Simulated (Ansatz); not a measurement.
# K+ with GeH₄: interaction against distance, part 3 of 3

Ansatz 0.2.0, Gaussian basis. The steps go on from the part before.

**12. B moved by +1.44 Å, wB97M-V/def2-TZVPPD**

The input, ab/in.yaml:

```yaml
crystal:
  periodic: [false, false, false]
  atoms:
    - {symbol: K, position_ang: [0.280772, -0.140565, -3.640309]}
    - {symbol: Ge, position_ang: [-0.170563, 0.085291, 2.212802]}
    - {symbol: H, position_ang: [0.711409, -1.041236, 2.749773]}
    - {symbol: H, position_ang: [-1.648100, -0.132620, 2.536485]}
    - {symbol: H, position_ang: [-0.047740, 0.040436, 0.656407]}
    - {symbol: H, position_ang: [0.321706, 1.465236, 2.646697]}
basis:
  gaussian: {orbitals: "def2-TZVPPD.json"}
total_charge: 1
hamiltonian: {xc: {name: wB97M-V}}
```

The input, a/in.yaml:

```yaml
crystal:
  periodic: [false, false, false]
  atoms:
    - {symbol: K, position_ang: [0.280772, -0.140565, -3.640309]}
basis:
  gaussian:
    orbitals: "def2-TZVPPD.json"
    ghost_atoms:
      - {symbol: Ge, position_ang: [-0.170563, 0.085291, 2.212802]}
      - {symbol: H, position_ang: [0.711409, -1.041236, 2.749773]}
      - {symbol: H, position_ang: [-1.648100, -0.132620, 2.536485]}
      - {symbol: H, position_ang: [-0.047740, 0.040436, 0.656407]}
      - {symbol: H, position_ang: [0.321706, 1.465236, 2.646697]}
total_charge: 1
hamiltonian: {xc: {name: wB97M-V}}
```

The input, b/in.yaml:

```yaml
crystal:
  periodic: [false, false, false]
  atoms:
    - {symbol: Ge, position_ang: [-0.170563, 0.085291, 2.212802]}
    - {symbol: H, position_ang: [0.711409, -1.041236, 2.749773]}
    - {symbol: H, position_ang: [-1.648100, -0.132620, 2.536485]}
    - {symbol: H, position_ang: [-0.047740, 0.040436, 0.656407]}
    - {symbol: H, position_ang: [0.321706, 1.465236, 2.646697]}
basis:
  gaussian:
    orbitals: "def2-TZVPPD.json"
    ghost_atoms:
      - {symbol: K, position_ang: [0.280772, -0.140565, -3.640309]}
hamiltonian: {xc: {name: wB97M-V}}
```

Each run has its own folder and the same command.

Command:

```
ansatz run in.yaml --threads 2 --pin off --events-out ev --progress --plain --max-ram 5222MiB
```

Log of ab, cut to the lines that bear on the results:

```text
Functional definition: wB97M-V
  name "wB97M-V"
  cite "Mardirossian & Head-Gordon, J. Chem. Phys. 144, 214110 (2016) doi:10.1063/1.4952647"
  cite "Becke, J. Chem. Phys. 107, 8554 (1997) doi:10.1063/1.475007"
  cite "Vydrov & Van Voorhis, J. Chem. Phys. 133, 244103 (2010) doi:10.1063/1.3521275"
  # Of w^i u^j: cxij and so on, Table III.
[...]
  gx(w, u) = 1 - cx + cx01*u + cx10*w
[...]
      + integral(e_c_pw_mod_opposite_spin*gos(b97_w_opposite, b97_u_opposite)) + vv10(b, c)
997 factors; their error is unknown
296 factors; integrals over basis functions are off by at most 8.9e-5 eV
[...]
mean field -72898.71713683 eV, -2678.9784422532 hartree, gradient 4.1e-5 eV, S^2 0.000000; 0 other end points of the search recorded, 0 dependent functions left out
reference -72898.71720346 eV, -2678.9784447020 hartree; 27, 27 occupied and 131, 131 virtual orbitals, 997 factors
Total energy: -72898.71720346 eV, -2678.9784447020 hartree
```

a printed, cut to the lines that bear on the results:

```text
[... 5 set-up lines as earlier in the session ...]
  # Of w^i u^j: cxij and so on, Table III.
[...]
  gx(w, u) = 1 - cx + cx01*u + cx10*w
[...]
      + integral(e_c_pw_mod_opposite_spin*gos(b97_w_opposite, b97_u_opposite)) + vv10(b, c)
923 factors; their error is unknown
282 factors; integrals over basis functions are off by at most 8.9e-5 eV
[...]
mean field -16319.33167966 eV, -599.7243775872 hartree, gradient 1.6e-5 eV, S^2 0.000000; 0 other end points of the search recorded, 0 dependent functions left out
reference -16319.33171468 eV, -599.7243788742 hartree; 9, 9 occupied and 149, 149 virtual orbitals, 923 factors
Total energy: -16319.33171468 eV, -599.7243788742 hartree
```

b printed, cut to the lines that bear on the results:

```text
[... 5 set-up lines as earlier in the session ...]
  # Of w^i u^j: cxij and so on, Table III.
[...]
  gx(w, u) = 1 - cx + cx01*u + cx10*w
[...]
      + integral(e_c_pw_mod_opposite_spin*gos(b97_w_opposite, b97_u_opposite)) + vv10(b, c)
908 factors; their error is unknown
255 factors; integrals over basis functions are off by at most 6.2e-5 eV
[...]
mean field -56579.29803685 eV, -2079.2508520285 hartree, gradient 5.3e-5 eV, S^2 0.000000; 0 other end points of the search recorded, 0 dependent functions left out
reference -56579.29808643 eV, -2079.2508538506 hartree; 18, 18 occupied and 140, 140 virtual orbitals, 908 factors
Total energy: -56579.29808643 eV, -2079.2508538506 hartree
```

Wall times: 9.5 s (ab), 5.5 s (a), 8 s (b) on 2 threads of Arm Neoverse V1, shared host; peak memory 0.48 GiB.

Interaction: -8.43 kJ/mol.

**13. B moved by +1.44 Å, CCSD(T)/def2-TZVPPD**

The same edit goes into each in.yaml of step 12 (ab, a, b):

```diff
-hamiltonian: {xc: {name: wB97M-V}}
+correlation: {method: ccsd_t}
```

One command serves all of them, each in its own folder.

Command:

```
ansatz run in.yaml --threads 2 --pin off --events-out ev --progress --plain --max-ram 5222MiB
```

Log of ab, cut to the lines that bear on the results:

```text
[... 4 set-up lines as earlier in the session ...]
[...]
1030 factors; integrals over basis functions are off by at most 1.6e-3 eV
[...]
mean field -72836.38064918 eV, -2676.6876185853 hartree, gradient 1.3e-6 eV, S^2 0.000000; 0 other end points of the search recorded, 0 dependent functions left out
14 core orbitals not correlated: weight in the atoms' cores, before any rotation towards them, 1.000 or more for the frozen orbitals, at most 0.000 for the correlated occupied ones
reference -72836.38064918 eV, -2676.6876185853 hartree; 13, 13 occupied and 131, 131 virtual orbitals, 1030 factors
second order -11.75357715 eV of doubles, -0.00000000 eV of singles
cycle   1  -12.20817284 eV  change   -4.5e-1 eV  update   7.5e-2
[...]
cycle   8  -12.61048359 eV  change   -1.0e-5 eV  update   1.3e-5
perturbative correction -0.27995420 eV, -0.0102881271 hartree
Total energy: -72849.27108696 eV, -2677.1613334364 hartree
```

Output in a, cut to the lines that bear on the results:

```text
[... 4 set-up lines as earlier in the session ...]
[...]
999 factors; integrals over basis functions are off by at most 7.1e-4 eV
[...]
mean field -16299.78506980 eV, -599.0060529241 hartree, gradient 2.2e-6 eV, S^2 0.000000; 0 other end points of the search recorded, 0 dependent functions left out
5 core orbitals not correlated: weight in the atoms' cores, before any rotation towards them, 1.000 or more for the frozen orbitals, at most 0.000 for the correlated occupied ones
reference -16299.78506980 eV, -599.0060529241 hartree; 4, 4 occupied and 149, 149 virtual orbitals, 999 factors
second order -4.10468609 eV of doubles, -0.00000000 eV of singles
cycle   1  -4.37859371 eV  change   -2.7e-1 eV  update   1.9e-2
[...]
cycle   6  -4.41944589 eV  change   -2.2e-6 eV  update   3.4e-6
perturbative correction -0.04597468 eV, -0.0016895382 hartree
Total energy: -16304.25049037 eV, -599.1701541032 hartree
```

Log of b, cut to the lines that bear on the results:

```text
[... 4 set-up lines as earlier in the session ...]
[...]
893 factors; integrals over basis functions are off by at most 9.7e-4 eV
[...]
mean field -56536.50782309 eV, -2077.6783406773 hartree, gradient 3.6e-6 eV, S^2 0.000000; 0 other end points of the search recorded, 0 dependent functions left out
9 core orbitals not correlated: weight in the atoms' cores, before any rotation towards them, 1.000 or more for the frozen orbitals, at most 0.000 for the correlated occupied ones
reference -56536.50782309 eV, -2077.6783406773 hartree; 9, 9 occupied and 140, 140 virtual orbitals, 893 factors
second order -7.65240060 eV of doubles, -0.00000000 eV of singles
cycle   1  -7.83293393 eV  change   -1.8e-1 eV  update   7.3e-2
[...]
cycle   8  -8.19532448 eV  change   -9.3e-6 eV  update   1.1e-5
perturbative correction -0.23438447 eV, -0.0086134705 hartree
Total energy: -56544.93753204 eV, -2077.9881267674 hartree
```

They took 27 s (ab), 5.5 s (a), 14 s (b) on 2 threads of Arm Neoverse V1, shared host; peak memory 1.1 GiB.

Interaction: -8.01 kJ/mol.

**14. B moved by +2.88 Å, wB97M-V/def2-TZVPPD**

The input, ab/in.yaml:

```yaml
crystal:
  periodic: [false, false, false]
  atoms:
    - {symbol: K, position_ang: [0.280772, -0.140565, -3.640309]}
    - {symbol: Ge, position_ang: [-0.281046, 0.140600, 3.645173]}
    - {symbol: H, position_ang: [0.600926, -0.985927, 4.182144]}
    - {symbol: H, position_ang: [-1.758583, -0.077311, 3.968856]}
    - {symbol: H, position_ang: [-0.158223, 0.095744, 2.088778]}
    - {symbol: H, position_ang: [0.211223, 1.520545, 4.079068]}
basis:
  gaussian: {orbitals: "def2-TZVPPD.json"}
total_charge: 1
hamiltonian: {xc: {name: wB97M-V}}
```

The input, a/in.yaml:

```yaml
crystal:
  periodic: [false, false, false]
  atoms:
    - {symbol: K, position_ang: [0.280772, -0.140565, -3.640309]}
basis:
  gaussian:
    orbitals: "def2-TZVPPD.json"
    ghost_atoms:
      - {symbol: Ge, position_ang: [-0.281046, 0.140600, 3.645173]}
      - {symbol: H, position_ang: [0.600926, -0.985927, 4.182144]}
      - {symbol: H, position_ang: [-1.758583, -0.077311, 3.968856]}
      - {symbol: H, position_ang: [-0.158223, 0.095744, 2.088778]}
      - {symbol: H, position_ang: [0.211223, 1.520545, 4.079068]}
total_charge: 1
hamiltonian: {xc: {name: wB97M-V}}
```

The input, b/in.yaml:

```yaml
crystal:
  periodic: [false, false, false]
  atoms:
    - {symbol: Ge, position_ang: [-0.281046, 0.140600, 3.645173]}
    - {symbol: H, position_ang: [0.600926, -0.985927, 4.182144]}
    - {symbol: H, position_ang: [-1.758583, -0.077311, 3.968856]}
    - {symbol: H, position_ang: [-0.158223, 0.095744, 2.088778]}
    - {symbol: H, position_ang: [0.211223, 1.520545, 4.079068]}
basis:
  gaussian:
    orbitals: "def2-TZVPPD.json"
    ghost_atoms:
      - {symbol: K, position_ang: [0.280772, -0.140565, -3.640309]}
hamiltonian: {xc: {name: wB97M-V}}
```

Each run has its own folder and the same command.

Command:

```
ansatz run in.yaml --threads 2 --pin off --events-out ev --progress --plain --max-ram 5222MiB
```

ab printed, cut to the lines that bear on the results:

```text
[... 5 set-up lines as earlier in the session ...]
  # Of w^i u^j: cxij and so on, Table III.
[...]
  gx(w, u) = 1 - cx + cx01*u + cx10*w
[...]
      + integral(e_c_pw_mod_opposite_spin*gos(b97_w_opposite, b97_u_opposite)) + vv10(b, c)
997 factors; their error is unknown
296 factors; integrals over basis functions are off by at most 1.2e-4 eV
[...]
mean field -72898.66661641 eV, -2678.9765856622 hartree, gradient 3.8e-5 eV, S^2 0.000000; 0 other end points of the search recorded, 0 dependent functions left out
reference -72898.66669150 eV, -2678.9765884216 hartree; 27, 27 occupied and 131, 131 virtual orbitals, 997 factors
Total energy: -72898.66669150 eV, -2678.9765884216 hartree
```

Output in a, cut to the lines that bear on the results:

```text
[... 5 set-up lines as earlier in the session ...]
  # Of w^i u^j: cxij and so on, Table III.
[...]
  gx(w, u) = 1 - cx + cx01*u + cx10*w
[...]
      + integral(e_c_pw_mod_opposite_spin*gos(b97_w_opposite, b97_u_opposite)) + vv10(b, c)
923 factors; their error is unknown
282 factors; integrals over basis functions are off by at most 1.2e-4 eV
[...]
mean field -16319.33117177 eV, -599.7243589227 hartree, gradient 7.5e-6 eV, S^2 0.000000; 0 other end points of the search recorded, 0 dependent functions left out
reference -16319.33120710 eV, -599.7243602211 hartree; 9, 9 occupied and 149, 149 virtual orbitals, 923 factors
Total energy: -16319.33120710 eV, -599.7243602211 hartree
```

Log of b, cut to the lines that bear on the results:

```text
[... 5 set-up lines as earlier in the session ...]
  # Of w^i u^j: cxij and so on, Table III.
[...]
  gx(w, u) = 1 - cx + cx01*u + cx10*w
[...]
      + integral(e_c_pw_mod_opposite_spin*gos(b97_w_opposite, b97_u_opposite)) + vv10(b, c)
908 factors; their error is unknown
254 factors; integrals over basis functions are off by at most 6.6e-5 eV
[...]
mean field -56579.29684138 eV, -2079.2508080959 hartree, gradient 5.0e-5 eV, S^2 0.000000; 0 other end points of the search recorded, 0 dependent functions left out
reference -56579.29688897 eV, -2079.2508098447 hartree; 18, 18 occupied and 140, 140 virtual orbitals, 908 factors
Total energy: -56579.29688897 eV, -2079.2508098447 hartree
```

Wall times: 9.5 s (ab), 4.9 s (a), 7 s (b) on 2 threads of Arm Neoverse V1, shared host; peak memory 0.48 GiB.

This point gives -3.72 kJ/mol.

**15. B moved by +2.88 Å, CCSD(T)/def2-TZVPPD**

The same edit goes into each in.yaml of step 14 (ab, a, b):

```diff
-hamiltonian: {xc: {name: wB97M-V}}
+correlation: {method: ccsd_t}
```

The same command starts each run, in its folder.

Command:

```
ansatz run in.yaml --threads 2 --pin off --events-out ev --progress --plain --max-ram 5222MiB
```

Log of ab, cut to the lines that bear on the results:

```text
[... 4 set-up lines as earlier in the session ...]
[...]
1031 factors; integrals over basis functions are off by at most 7.1e-4 eV
[...]
mean field -72836.33250843 eV, -2676.6858494453 hartree, gradient 1.4e-6 eV, S^2 0.000000; 0 other end points of the search recorded, 0 dependent functions left out
14 core orbitals not correlated: weight in the atoms' cores, before any rotation towards them, 1.000 or more for the frozen orbitals, at most 0.000 for the correlated occupied ones
reference -72836.33250843 eV, -2676.6858494453 hartree; 13, 13 occupied and 131, 131 virtual orbitals, 1031 factors
second order -11.75048036 eV of doubles, -0.00000000 eV of singles
cycle   1  -12.20526525 eV  change   -4.5e-1 eV  update   7.5e-2
[...]
cycle   8  -12.60791339 eV  change   -1.0e-5 eV  update   1.1e-5
perturbative correction -0.27994880 eV, -0.0102879286 hartree
Total energy: -72849.22037061 eV, -2677.1594696449 hartree
```

a printed, cut to the lines that bear on the results:

```text
[... 4 set-up lines as earlier in the session ...]
[...]
999 factors; integrals over basis functions are off by at most 7.1e-4 eV
[...]
mean field -16299.78482282 eV, -599.0060438476 hartree, gradient 2.2e-6 eV, S^2 0.000000; 0 other end points of the search recorded, 0 dependent functions left out
5 core orbitals not correlated: weight in the atoms' cores, before any rotation towards them, 1.000 or more for the frozen orbitals, at most 0.000 for the correlated occupied ones
reference -16299.78482282 eV, -599.0060438476 hartree; 4, 4 occupied and 149, 149 virtual orbitals, 999 factors
second order -4.10295441 eV of doubles, -0.00000000 eV of singles
cycle   1  -4.37680619 eV  change   -2.7e-1 eV  update   1.9e-2
[...]
cycle   6  -4.41761351 eV  change   -2.0e-6 eV  update   3.3e-6
perturbative correction -0.04594909 eV, -0.0016885978 hartree
Total energy: -16304.24838542 eV, -599.1700767475 hartree
```

Log of b, cut to the lines that bear on the results:

```text
[... 4 set-up lines as earlier in the session ...]
[...]
893 factors; integrals over basis functions are off by at most 8.1e-4 eV
[...]
mean field -56536.50681645 eV, -2077.6783036839 hartree, gradient 3.6e-6 eV, S^2 0.000000; 0 other end points of the search recorded, 0 dependent functions left out
9 core orbitals not correlated: weight in the atoms' cores, before any rotation towards them, 1.000 or more for the frozen orbitals, at most 0.000 for the correlated occupied ones
reference -56536.50681645 eV, -2077.6783036839 hartree; 9, 9 occupied and 140, 140 virtual orbitals, 893 factors
second order -7.65054727 eV of doubles, -0.00000000 eV of singles
cycle   1  -7.83125978 eV  change   -1.8e-1 eV  update   7.3e-2
[...]
cycle   8  -8.19358914 eV  change   -9.2e-6 eV  update   1.0e-5
perturbative correction -0.23435290 eV, -0.0086123103 hartree
Total energy: -56544.93475850 eV, -2077.9880248414 hartree
```

Times: 27 s (ab), 5.5 s (a), 14 s (b) on 2 threads of Arm Neoverse V1, shared host; peak memory 1.1 GiB.

ab − a − b = -3.59 kJ/mol.

**16. The curves**

```
shift (Å)  K1–H5 (Å)  PBE-D4  r2SCAN-D4  PBE0-D4  B3LYP-D4  wB97M-V  Hartree-Fock     MP2    CCSD  CCSD(T)
    -0.29       2.59  -26.73     -22.93   -25.64    -26.92   -24.82        -20.59  -23.24  -22.69   -22.90
    -0.14       2.73  -27.68     -23.04   -26.46    -28.87   -24.36        -21.13  -22.96  -22.53   -22.68
     0.00       2.88  -29.26     -22.66   -27.86    -32.42   -23.00        -20.55  -21.78  -21.43   -21.53
     0.14       3.02  -27.98     -21.28   -26.64    -31.49   -21.22        -19.37  -20.16  -19.87   -19.94
     0.34       3.22  -24.74     -18.83   -23.61    -27.93   -18.54        -17.33  -17.69  -17.46   -17.48
     0.72       3.59  -18.78     -14.54   -18.08    -21.18   -14.08        -13.58  -13.49  -13.34   -13.32
     1.44       4.31  -10.64      -8.91   -10.50    -11.87    -8.43         -8.47   -8.13   -8.05    -8.01
     2.88       5.75   -4.05      -3.91    -4.11     -4.37    -3.72         -3.94   -3.65   -3.63    -3.59
```

Energies in kJ/mol.

What each level costs and misses (shared host):

```
      method  RMS deviation from CCSD(T) (kJ/mol)        mean time a point
      PBE-D4                                 5.63                    4.5 s
   r2SCAN-D4                                 0.96                    8.8 s
     PBE0-D4                                 4.66                    5.8 s
    B3LYP-D4                                 7.85                      7 s
     wB97M-V                                 1.23                     24 s
Hartree-Fock                                 1.09  part of the CCSD(T) run
         MP2                                 0.22  part of the CCSD(T) run
        CCSD                                 0.10  part of the CCSD(T) run
     CCSD(T)                                    0                     47 s
```

The best functional, r2SCAN-D4, misses by 0.96 kJ/mol and takes 8.8 s a point, against 47 s for CCSD(T).

**17. What came out**

The summary covers parts 1 to 3.

```
                  quantity                                                                                                                  value
    deepest point, CCSD(T)                                                                                               -22.90 kJ/mol at -0.29 Å
   at the longest distance                                                                                                -3.59 kJ/mol at +2.88 Å
           at the shortest                                                                                               -22.90 kJ/mol at -0.29 Å
RMS deviation from CCSD(T)  PBE-D4 5.63, r2SCAN-D4 0.96, PBE0-D4 4.66, B3LYP-D4 7.85, wB97M-V 1.23, Hartree-Fock 1.09, MP2 0.22, CCSD 0.10 kJ/mol
```

**Reading.** Of the points run, CCSD(T) in this basis is lowest 0.29 Å closer in than the PBE0-D4 geometry. At +2.88 Å, 16 % of the binding is left. CCSD follows best and B3LYP-D4 worst.
